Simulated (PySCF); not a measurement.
# [Fe2Cl]+: relaxation and vibrations of the singlet

The task is one start of a wider search on [Fe2Cl]+: the singlet, from a linear start. It is relaxed, tested by its Hessian and followed downhill if it is a saddle.

Method: PBE0, basis Cl def2-SVP, Fe def2-SVP, no relativity, density fitting; program: PySCF 2.14.0.

### 1 Starting geometry

3 atoms, charge 1, spin multiplicity 1.

Bond lengths: Cl1–Fe2 2.107 Å, Cl1–Fe3 2.107 Å. Angles: Fe2–Cl1–Fe3 180.0°.

```xyz
3
charge 1 multiplicity 1
Cl    0.0000    0.0000    0.0000
Fe    0.0000    0.0000    2.1070
Fe    0.0000    0.0000   -2.1070
```

### 2 Linear start, singlet: relaxation

One driver script runs all steps and calls PySCF; scf.py shows how it sets up the SCF of each step. The optimiser is the driver's own. Before each start the driver seeks the lowest SCF state from one or more starting densities and follows internal instabilities, so scf.py alone need not reach the same state.

The program finds D∞h symmetry in the start, which this walk keeps. The walk stops when the largest gradient is under 0.0003 Eh/bohr and the energy has settled too.

File scf.py:

```python
from pyscf import gto, scf, dft
mol = gto.M(atom='''
Cl     0.000000     0.000000     0.000000
Fe     0.000000     0.000000     2.107000
Fe     0.000000     0.000000    -2.107000''',
    basis={'Cl': 'def2-SVP', 'Fe': 'def2-SVP'},
    charge=1, spin=0)
mf = dft.RKS(mol, xc='PBE0')
mf.grids.atom_grid = (50, 194)
aux = {'Cl': 'def2-universal-JKFIT', 'Fe': 'def2-universal-JKFIT'}
mf = mf.density_fit(auxbasis=aux)
mf.kernel()
```

The optimiser's trace:

```tsv
step	energy (Eh)	change (kJ/mol)	largest symmetric gradient (Eh/bohr)
0	-2985.999789	0.00	0.01170
1	-2986.000532	-1.95	0.00684
2	-2986.000951	-3.05	0.00075
3	-2986.000957	-3.07	0.00005
```

The walk took 3.3 s on 4 threads, shared host.

Positions (Å) and forces (eV/Å) along the way:

```
step 0
Cl   0.000   0.000   0.000   0.000   0.000   0.001
Fe   0.000   0.000   2.107   0.000   0.000   0.601
Fe   0.000   0.000  -2.107   0.000   0.000  -0.602
step 1
Cl   0.000   0.000   0.000   0.000   0.000   0.001
Fe   0.000   0.000   2.128   0.000   0.000   0.351
Fe   0.000   0.000  -2.128   0.000   0.000  -0.352
step 2
Cl   0.000   0.000   0.000   0.000   0.000   0.001
Fe   0.000   0.000   2.158   0.000   0.000   0.038
Fe   0.000   0.000  -2.158   0.000   0.000  -0.039
step 3
Cl   0.000   0.000   0.000   0.000   0.000   0.001
Fe   0.000   0.000   2.162   0.000   0.000   0.002
Fe   0.000   0.000  -2.162   0.000   0.000  -0.003
```

End point (D∞h, 3 steps, 3.1 kJ/mol gained): Cl–Fe 2.162 Å (×2); Fe–Cl–Fe 180.0°.

### 3 Vibrations and properties at this point

The point is checked on the finer grid, and tightened if its gradient asks for it. The Hessian and the dipole derivatives come from central differences of analytic gradients, with steps of 0.01 bohr.

scf.py, as its differences from that of step 2:

```diff
@@ -3,3 +3,3 @@
-Cl     0.000000     0.000000     0.000000
-Fe     0.000000     0.000000     2.107000
-Fe     0.000000     0.000000    -2.107000''',
+Cl     0.000000     0.000000    -0.000000
+Fe     0.000000     0.000000     2.161726
+Fe    -0.000000     0.000000    -2.161726''',
@@ -9 +9 @@
-mf.grids.atom_grid = (50, 194)
+mf.grids.atom_grid = (75, 302)
```

The driver hands on the density of the step before, so the log starts near convergence.

SCF at the final geometry:

```text
init E= -2986.00075783512
  HOMO = -0.323593120370904  LUMO = -0.289843231852302  gap/eV = 0.91838
cycle= 1 E= -2986.000755745  delta_E= 2.09e-06  |g|= 0.00282  |ddm|= 0.00309
  HOMO = -0.323621067647007  LUMO = -0.289835737059397  gap/eV = 0.91935
cycle= 2 E= -2985.99993241416  delta_E= 0.000823  |g|= 0.056  |ddm|= 0.0613
  HOMO = -0.32359890629082  LUMO = -0.289850101751568  gap/eV = 0.91835
cycle= 3 E= -2986.00075784065  delta_E= -0.000825  |g|= 6.59e-05  |ddm|= 0.0584
  HOMO = -0.323594131185204  LUMO = -0.289845246936772  gap/eV = 0.91835
cycle= 4 E= -2986.00075784161  delta_E= -9.54e-10  |g|= 1.54e-05  |ddm|= 7.89e-05
  HOMO = -0.323595705590328  LUMO = -0.289845707612962  gap/eV = 0.91838
cycle= 5 E= -2986.00075784209  delta_E= -4.78e-10  |g|= 9.98e-06  |ddm|= 6.29e-05
  HOMO = -0.323595666536377  LUMO = -0.289845667322091  gap/eV = 0.91838
cycle= 6 E= -2986.00075784241  delta_E= -3.21e-10  |g|= 9.47e-06  |ddm|= 4.27e-05
  HOMO = -0.323595717395897  LUMO = -0.289845743624821  gap/eV = 0.91838
cycle= 7 E= -2986.00075784607  delta_E= -3.66e-09  |g|= 9.14e-06  |ddm|= 0.000504
  HOMO = -0.323595913224759  LUMO = -0.289846015859262  gap/eV = 0.91838
cycle= 8 E= -2986.00075787487  delta_E= -2.88e-08  |g|= 9.36e-06  |ddm|= 0.00512
  HOMO = -0.323595989034099  LUMO = -0.289846092845877  gap/eV = 0.91838
cycle= 9 E= -2986.00075788118  delta_E= -6.31e-09  |g|= 6.49e-06  |ddm|= 0.0017
  HOMO = -0.32359590357928  LUMO = -0.289846028705512  gap/eV = 0.91838
cycle= 10 E= -2986.00075788274  delta_E= -1.56e-09  |g|= 6.26e-06  |ddm|= 0.00045
  HOMO = -0.323595496228521  LUMO = -0.289845592068048  gap/eV = 0.91838
cycle= 11 E= -2986.00075788389  delta_E= -1.16e-09  |g|= 6.17e-06  |ddm|= 0.000321
  HOMO = -0.323595038890458  LUMO = -0.289845141795905  gap/eV = 0.91838
cycle= 12 E= -2986.00075788683  delta_E= -2.94e-09  |g|= 9.14e-06  |ddm|= 0.000817
  HOMO = -0.323595221472139  LUMO = -0.289845342084079  gap/eV = 0.91838
cycle= 13 E= -2986.00075788852  delta_E= -1.68e-09  |g|= 6.91e-06  |ddm|= 0.000502
  HOMO = -0.323595617851123  LUMO = -0.289845731789899  gap/eV = 0.91838
cycle= 14 E= -2986.00075789021  delta_E= -1.69e-09  |g|= 5.18e-06  |ddm|= 0.000527
  HOMO = -0.323595640369841  LUMO = -0.289845750261307  gap/eV = 0.91838
cycle= 15 E= -2986.00075789045  delta_E= -2.49e-10  |g|= 5.16e-06  |ddm|= 6.66e-05
  HOMO = -0.323595690714994  LUMO = -0.289845802378591  gap/eV = 0.91838
cycle= 16 E= -2986.00075789074  delta_E= -2.84e-10  |g|= 5.15e-06  |ddm|= 6.4e-05
  HOMO = -0.323595694587665  LUMO = -0.289845805362138  gap/eV = 0.91838
cycle= 17 E= -2986.00075789089  delta_E= -1.5e-10  |g|= 5.14e-06  |ddm|= 3.49e-05
  HOMO = -0.323595695156339  LUMO = -0.289845805628678  gap/eV = 0.91838
cycle= 18 E= -2986.00075789099  delta_E= -9.96e-11  |g|= 5.14e-06  |ddm|= 2.37e-05
  HOMO = -0.323595697232372  LUMO = -0.289845807502547  gap/eV = 0.91838
Extra cycle  E= -2986.00075789111  delta_E= -1.26e-10  |g|= 5.14e-06  |ddm|= 2.77e-05
converged SCF energy = -2986.00075789111
```

The whole step took 14 s.

Geometry: D∞h; Cl–Fe 2.162 Å (×2); Fe–Cl–Fe 180.0°.

Modes, for the most abundant isotopes:

| ω (cm⁻¹) | IR (km/mol) |
| --- | --- |
| 110i | 7.9 |
| 110i | 7.9 |
| 217 | 0.0 |
| 480 | 23.8 |

With 2 modes imaginary (up to 110i cm⁻¹) this point is a saddle.

The SCF density has lower symmetry than the nuclear frame, so the modes carry no labels; pairs that should be degenerate can split.

Properties at this point:

* Dipole moment about the centre of mass: 0.00 D
* Highest occupied level: -8.81 eV
* Lowest empty level: -7.89 eV
* Rotational constants: 0.03225 cm⁻¹
* Zero-point energy (real modes): 4.2 kJ/mol
* Principal polarisabilities: 36.5, 36.5, 256.9 bohr³
* Principal traceless quadrupole moments about the centre of mass: -19.72, -19.72, 39.44 D Å

Populations by atom (charges in e):

```tsv
atom	Mulliken	Löwdin	polar tensor	Mayer order to Cl1
Cl1	-0.34	0.05	-0.34	–
Fe2,3	0.67	0.47	0.67	0.60
```

Mulliken populations on Cl1: s 5.85, p 11.46, d 0.03.

### 4 Leaving the saddle point

The atoms are moved a little along the softest imaginary mode and relaxed again.

The program finds C2v symmetry in the start, which this walk keeps. The walk stops when the largest gradient is under 0.0003 Eh/bohr and the energy has settled too.

scf.py, as its differences from that of step 3:

```diff
@@ -3,3 +3,3 @@
-Cl     0.000000     0.000000    -0.000000
-Fe     0.000000     0.000000     2.161726
-Fe    -0.000000     0.000000    -2.161726''',
+Cl    -0.065457     0.241279    -0.000000
+Fe     0.020461    -0.075420     2.161726
+Fe     0.020461    -0.075420    -2.161726''',
@@ -9 +9 @@
-mf.grids.atom_grid = (75, 302)
+mf.grids.atom_grid = (50, 194)
```

The optimiser's trace:

```tsv
step	energy (Eh)	change (kJ/mol)	largest symmetric gradient (Eh/bohr)
0	-2986.002852	0.00	0.00500
1	-2986.003826	-2.56	0.00602
2	-2986.004963	-5.54	0.00668
3	-2986.006272	-8.98	0.00691
4	-2986.007714	-12.77	0.00671
5	-2986.009235	-16.76	0.00686
6	-2986.010789	-20.84	0.00813
7	-2986.017474	-38.39	0.01983
8	-2986.021904	-50.02	0.03229
9	-2986.031868	-76.18	0.04343
10	-2986.043655	-107.13	0.04806
11	-2986.070376	-177.29	0.04497
12	-2986.070582	-177.83	0.07113
13	-2986.085342	-216.58	0.00936
14	-2986.085550	-217.12	0.00695
15	-2986.085606	-217.27	0.00942
16	-2986.085938	-218.14	0.00078
17	-2986.085941	-218.15	0.00006
```

The walk took 35 s.

It settles in C2v symmetry, 218.2 kJ/mol below the start, after 17 steps: Cl–Fe 2.214 Å (×2), Fe–Fe 2.332 Å; Cl–Fe–Fe 58.2° (×2), Fe–Cl–Fe 63.6°.

### 5 Is it a minimum? Harmonic modes

As before: finer grid, then central differences.

scf.py, as its differences from that of step 4:

```diff
@@ -3,3 +3,3 @@
-Cl    -0.065457     0.241279    -0.000000
-Fe     0.020461    -0.075420     2.161726
-Fe     0.020461    -0.075420    -2.161726''',
+Cl    -0.375489     1.384071    -0.000000
+Fe     0.117372    -0.432640     1.166155
+Fe     0.117372    -0.432640    -1.166155''',
@@ -9 +9 @@
-mf.grids.atom_grid = (50, 194)
+mf.grids.atom_grid = (75, 302)
```

Log of the central SCF (cycles and frontier levels):

```text
init E= -2986.0857161086
  HOMO = -0.418116616027918  LUMO = -0.287785964092567  gap/eV = 3.54648
cycle= 1 E= -2986.08571610879  delta_E= -1.91e-10  |g|= 8.26e-06  |ddm|= 3.88e-05
  HOMO = -0.418116438275107  LUMO = -0.287785781192532  gap/eV = 3.54648
cycle= 2 E= -2986.08571610885  delta_E= -6.37e-11  |g|= 2.66e-05  |ddm|= 4.38e-05
  HOMO = -0.418116504384835  LUMO = -0.287785854069587  gap/eV = 3.54648
cycle= 3 E= -2986.08571610902  delta_E= -1.64e-10  |g|= 6.23e-06  |ddm|= 2.03e-05
  HOMO = -0.418116740372045  LUMO = -0.287786105776411  gap/eV = 3.54648
cycle= 4 E= -2986.08571610924  delta_E= -2.27e-10  |g|= 6.31e-06  |ddm|= 4.53e-05
  HOMO = -0.41811653629617  LUMO = -0.287785799436845  gap/eV = 3.54648
cycle= 5 E= -2986.08571611051  delta_E= -1.26e-09  |g|= 5.38e-06  |ddm|= 0.000291
  HOMO = -0.418116705198374  LUMO = -0.287786047199913  gap/eV = 3.54648
cycle= 6 E= -2986.08571611215  delta_E= -1.64e-09  |g|= 2.27e-06  |ddm|= 0.000672
  HOMO = -0.418116645801765  LUMO = -0.287785981650025  gap/eV = 3.54648
cycle= 7 E= -2986.0857161123  delta_E= -1.5e-10  |g|= 1.58e-06  |ddm|= 0.000151
  HOMO = -0.418116615328874  LUMO = -0.287785983567181  gap/eV = 3.54648
cycle= 8 E= -2986.08571611236  delta_E= -6.09e-11  |g|= 9.18e-07  |ddm|= 0.000122
  HOMO = -0.41811661139114  LUMO = -0.287785985294322  gap/eV = 3.54648
Extra cycle  E= -2986.08571611237  delta_E= -1.09e-11  |g|= 8.84e-07  |ddm|= 5.04e-06
converged SCF energy = -2986.08571611237
```

The whole step took 10 s.

Geometry: C2v; Cl–Fe 2.214 Å (×2), Fe–Fe 2.332 Å; Cl–Fe–Fe 58.2° (×2), Fe–Cl–Fe 63.6°.

Harmonic modes (main isotopes):

| symmetry | ω (cm⁻¹) | IR (km/mol) |
| --- | --- | --- |
| a1 | 258 | 5.4 |
| b2 | 293 | 8.2 |
| a1 | 402 | 16.8 |

All wavenumbers are real: a minimum.

Constants and moments:

| Property | Result |
| --- | --- |
| Dipole moment about the centre of mass | 4.01 D |
| Highest occupied level | -11.38 eV |
| Lowest empty level | -7.83 eV |
| Rotational constants | 0.1786, 0.1108, 0.06838 cm⁻¹ |
| Zero-point energy | 5.7 kJ/mol |
| Principal polarisabilities | 30.1, 47.2, 63.9 bohr³ |
| Principal traceless quadrupole moments about the centre of mass | -7.88, -7.01, 14.88 D Å |
| Entropy at 298.15 K and 1 bar | 293.6 J/(mol K) |
| Heat capacity Cp at 298.15 K | 53.8 J/(mol K) |
| Enthalpy at 298.15 K above 0 K | 13.10 kJ/mol |
| Rotational symmetry number | 2 |

Charges (e) and bond orders:

```csv
atom,Mulliken,Löwdin,polar tensor,Mayer order to Cl1
Cl1,-0.17,0.09,-0.35,–
"Fe2,3",0.58,0.46,0.67,0.69
```

Outer orbital energies (eV). occupied: -14.70, -12.87, -12.45, -12.27, -12.02, -11.88, -11.40, -11.38; empty: -7.83, -7.35, -7.14, -6.75.

Mulliken populations on Cl1: s 5.93, p 11.21, d 0.03.

### 6 Stability of the closed shell

At the lowest minimum the closed shell is tested against spin polarisation, on the (50, 194) grid. It is unstable: an open-shell solution lies lower. That solution was not followed to a minimum here.

### 7 The points found, side by side

| spin | group | bonds | imaginary modes (cm⁻¹) | ΔE (kJ/mol) | with zero-point energy |
| --- | --- | --- | --- | --- | --- |
| singlet | C2v | Cl–Fe 2.214 Å (×2), Fe–Fe 2.332 Å | none | 0.0 | 0.0 |
| singlet | D∞h (density of lower symmetry) | Cl–Fe 2.162 Å (×2) | 110i, 110i | 223.1 | – |

### 8 Outcome

| quantity | value |
| --- | --- |
| minimum | singlet, C2v (closed shell, unstable towards spin polarisation) |
| geometry | Cl–Fe 2.214 Å (×2), Fe–Fe 2.332 Å; Cl–Fe–Fe 58.2° (×2), Fe–Cl–Fe 63.6° |
| wavenumbers (cm⁻¹) | 258 (a1), 293 (b2), 402 (a1) |
| dipole moment (centre of mass) | 4.01 D |
| highest occupied, lowest empty level | -11.38, -7.83 eV |
| polar-tensor charge of Cl1 | -0.35 e |
| zero-point energy | 5.7 kJ/mol |

**Reading.** The linear start (D∞h) ends in a minimum of C2v symmetry, after a stop at a second-order saddle point 223.1 kJ/mol higher, from which it was pushed off along an imaginary mode. In the infrared the band at 402 cm⁻¹ (a1) leads. Only this shape and spin were tried, so other structures or states may lie lower. Spin polarisation would lower this closed shell, so its numbers describe a constrained state.

The search up to here took 99 s on 4 threads, shared host.
